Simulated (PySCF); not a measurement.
# C7H9ClF2O: the cost of one run

Computed with PySCF 2.14.0, with density-fitted response routines of our own, on a single molecule, in the gas phase or a continuum. Atoms are numbered from 0 throughout.

## 1. The molecule as given

20 atoms, charge 0, multiplicity 1; geometry from: GFN2-xTB. The atoms were then displaced at random by about 0.01 Å, so the start is not that level's minimum.

Bonds of the start (Å): F0–C1 1.32, C1–F2 1.36, C1–C3 1.56, C3–C4 1.49, C4–C5 1.53, C5–C6 1.53, C6–Cl7 1.80, C6–C8 1.52, C8–C9 1.52, C9–O10 1.41, C9–C3 1.46, O10–C3 1.38, C1–H11 1.09, C4–H12 1.11, C4–H13 1.12, C5–H14 1.09, C5–H15 1.10, C6–H16 1.10, C8–H17 1.08, C8–H18 1.11, C9–H19 1.09.

## 2. Relaxing the molecule at PBE0-D3(BJ)/def2-SVP

What the job is given:

```
{"job": {"xc": "PBE0", "basis": "def2-SVP", "d3": "d3bj", "grid": 1, "shake": 0.01, "kind": "geom"}, "charge": 0, "multiplicity": 1}
F     -3.104960     0.637330    -0.819880
C     -2.454980    -0.286830    -0.136750
F     -2.733560    -0.049210     1.168400
C     -0.919720    -0.191140    -0.391140
C     -0.394930     1.207260    -0.377610
C      1.130700     1.201180    -0.406020
C      1.660130     0.290330     0.706630
Cl     3.441030     0.473600     0.864390
C      1.322750    -1.163610     0.434060
C     -0.129210    -1.347080     0.018680
O     -0.472660    -1.102150    -1.323460
H     -2.859230    -1.264400    -0.394340
H     -0.811960     1.776470    -1.232980
H     -0.761830     1.703330     0.552550
H      1.473070     0.808490    -1.368250
H      1.513240     2.223980    -0.266090
H      1.229760     0.607270     1.666450
H      1.522750    -1.777870     1.296480
H      1.951830    -1.529660    -0.403690
H     -0.653200    -2.201890     0.442650
```

Command:

```
$ OMP_NUM_THREADS=1 python probes_run.py task.json out
```

This one command runs all jobs of the session in turn.

Q: Estimate the wall time and peak memory of this first job on 1 thread of Arm Neoverse V1, shared host.

About 5 min, with a peak of 0.89 GiB.
